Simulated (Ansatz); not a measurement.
# Ti2Ge6Mo: one candidate of a structure search

Aim: relax a trial structure of Ti2Ge6Mo and see where it ends.

Method: DFT PBE, scalar-relativistic, plane waves, PAW, in Ansatz 0.2.0.

**1. The starting structure**

Symmetry: I4/mmm, No. 139, tetragonal system. Conventional cell: a = 3.527 Å, b = 3.527 Å, c = 26.087 Å, α = 90.00°, β = 90.00°, γ = 90.00°. Ti (site symmetry 4mm) is surrounded by 10 Ge at 2.86 to 2.94 Å. Ge (site symmetry 4mm) is surrounded by 5 Ge at 2.81 to 2.93 Å and 4 Mo at 2.86 Å and 1 Ti at 2.94 Å. Ge (site symmetry 4mm) is surrounded by 5 Ge at 2.81 to 2.93 Å and 5 Ti at 2.86 to 2.94 Å. Ge (site symmetry 4mm) is surrounded by 5 Ge at 2.81 to 2.93 Å and 4 Ti at 2.86 Å and 1 Mo at 2.94 Å. Mo (site symmetry 4/mmm) has 10 Ge at 2.86 to 2.94 Å as nearest neighbours.

Coordinates:

```cif
data_structure
_symmetry_space_group_name_H-M 'P 1'
_symmetry_Int_Tables_number 1
_cell_length_a 13.2796
_cell_length_b 13.2796
_cell_length_c 13.2796
_cell_angle_alpha 164.739
_cell_angle_beta 164.739
_cell_angle_gamma 21.648
_cell_volume 162.23
loop_
_atom_site_label
_atom_site_type_symbol
_atom_site_fract_x
_atom_site_fract_y
_atom_site_fract_z
_atom_site_occupancy
Ti1 Ti 0.83333 0.83333 0.00000 1
Ti2 Ti 0.16667 0.16667 0.00000 1
Ge1 Ge 0.05389 0.05389 0.00000 1
Ge2 Ge 0.72056 0.72056 0.00000 1
Ge3 Ge 0.38722 0.38722 0.00000 1
Ge4 Ge 0.94611 0.94611 0.00000 1
Ge5 Ge 0.61278 0.61278 0.00000 1
Ge6 Ge 0.27944 0.27944 0.00000 1
Mo1 Mo 0.50000 0.50000 0.00000 1
```

The start is an ordering of an alloy on its end members' structure types: elements ordered on the sites of the Ge2Mo type, Ti/Mo on Mo (I4/mmm, No. 139).

**2. Probe: one point on a coarse mesh**

input.yaml

```yaml
crystal:
  lattice:
    - [-1.76334813, 1.76334813, 13.04331194]
    - [1.76334813, -1.76334813, 13.04331194]
    - [1.76334813, 1.76334813, -13.04331194]
  atoms:
    - { symbol: Ti, position: [0.83333333, 0.83333333, 0.0] }
    - { symbol: Ti, position: [0.16666667, 0.16666667, 0.0] }
    - { symbol: Ge, position: [0.05389142, 0.05389142, 0.0] }
    - { symbol: Ge, position: [0.72055809, 0.72055809, 0.0] }
    - { symbol: Ge, position: [0.38722475, 0.38722475, 0.0] }
    - { symbol: Ge, position: [0.94610858, 0.94610858, 0.0] }
    - { symbol: Ge, position: [0.61277525, 0.61277525, 0.0] }
    - { symbol: Ge, position: [0.27944191, 0.27944191, 0.0] }
    - { symbol: Mo, position: [0.5, 0.5, 0.0] }
basis:
  ecutwfc: 420
kpoints:
  mp_grid: { grid: [6, 6, 6] }
hamiltonian:
  xc: pbe
scf:
  occupations: { method: gaussian, width: 0.1 }
  lower_state_search: "off"
output:
  forces: true
  stress: true
  eigenvalues: true
```

Started as:

```
$ ansatz run input.yaml --threads 4 --pin off --max-ram 8192MiB --backend cpu --events-out ev --progress --plain --runs-dir out
```

Further runs follow: coarse relaxation; spin check on a coarse mesh; full relaxation.

**Question.** What will these runs give? Wanted: conventional cell; volume; energy over the elements; gap on the mesh.

As calculated:

| quantity | value |
| --- | --- |
| symmetry at the end (tolerance 0.05 Å) | space group I4/mmm (No. 139) |
| conventional cell | a = 3.347 Å, b = 3.347 Å, c = 25.682 Å, α = 90.00°, β = 90.00°, γ = 90.00° |
| volume | 15.98 Å³/atom |
| energy over the elements | -0.23 eV/atom |
| gap on the mesh | none (metal) |

**Reading.** The space group I4/mmm (No. 139) is kept, and the volume per atom shrinks by 11.3 % from the first guess. It lies below the elements, which doesn't yet make it stable: competing phases were not computed in this session. No finished test with a distortion of lower symmetry is shown, so the end may be a saddle point. Other magnetic orders were not searched.
